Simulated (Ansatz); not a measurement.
This script makes an atomisation energy of CH4AlFO, SMILES C[O][AlH][F] with Ansatz 0.2.0 through its Python package.

`ch4alfo.py`:
```python
from collections import Counter

import ansatz as az

params = {
    "basis_set": "def2-SVP",
    "functional": "r2scan0",
}


def energy_of(molecule, charge=0, unpaired=0):
    calc = (
        molecule.calculation()
        .basis(gaussian=params["basis_set"])
        .functional(params["functional"])
    )
    if charge:
        calc = calc.charge(charge)
    if unpaired:
        calc = calc.spin("collinear", total=unpaired)
    return calc.run(threads=1).report["free_energy_ev"]

molecule = (
    az.Crystal.molecule()
    .atom("C", (0.2702, 1.1324, 0.0087))
    .atom("O", (-0.8509, 0.3635, 0.409))
    .atom("Al", (-0.4599, -1.414, 0.0987))
    .atom("F", (-0.7571, -2.1734, -1.4686))
    .atom("H", (1.1448, 0.9534, 0.5655))
    .atom("H", (0.4129, 1.0842, -1.0955))
    .atom("H", (-0.0213, 2.2394, 0.1864))
    .atom("H", (0.3535, -2.2427, 1.2401))
)

unpaired = {"C": 2, "O": 2, "Al": 1, "F": 1, "H": 1}
counts = Counter(site.symbol for site in molecule.cartesian_sites)
atom_energy = {s: energy_of(az.Crystal.molecule().atom(s, (0, 0, 0)), 0, unpaired[s]) for s in counts}
whole = energy_of(molecule, 0, 0)
for s, e in atom_energy.items():
    print(f"{s:2s} x{counts[s]}  {e:14.5f} eV")
print(f"CH4AlFO: {whole:.5f} eV")
split = sum(counts[s] * e for s, e in atom_energy.items()) - whole
print(f"atomisation energy (no zero-point term): {96.485332 * split:.1f} kJ/mol, {split / sum(counts.values()):.3f} eV an atom")
```

What does it cost to take this molecule apart into atoms?

2853.8 kJ/mol from the electronic energies, without the zero-point term.

What the script printed:

```console
$ python ch4alfo.py
C  x1     -1028.27257 eV
O  x1     -2039.81524 eV
Al x1     -6591.80477 eV
F  x1     -2710.06882 eV
H  x4       -13.58464 eV
CH4AlFO: -12453.87803 eV
atomisation energy (no zero-point term): 2853.8 kJ/mol, 3.697 eV an atom
```

Notes:
- Total energies depend on the basis set; only differences at equal settings carry meaning.
- The geometry is a force-field or estimated start, not a minimum of this method, and the basis set is short of its limit. All parts are taken at fixed geometry, without zero-point energy.
- The whole script took 3.9 s on 1 thread of INTEL(R) XEON(R) PLATINUM 8581C CPU @ 2.10GHz (Emerald Rapids) (shared host), peak memory 0.23 GiB.
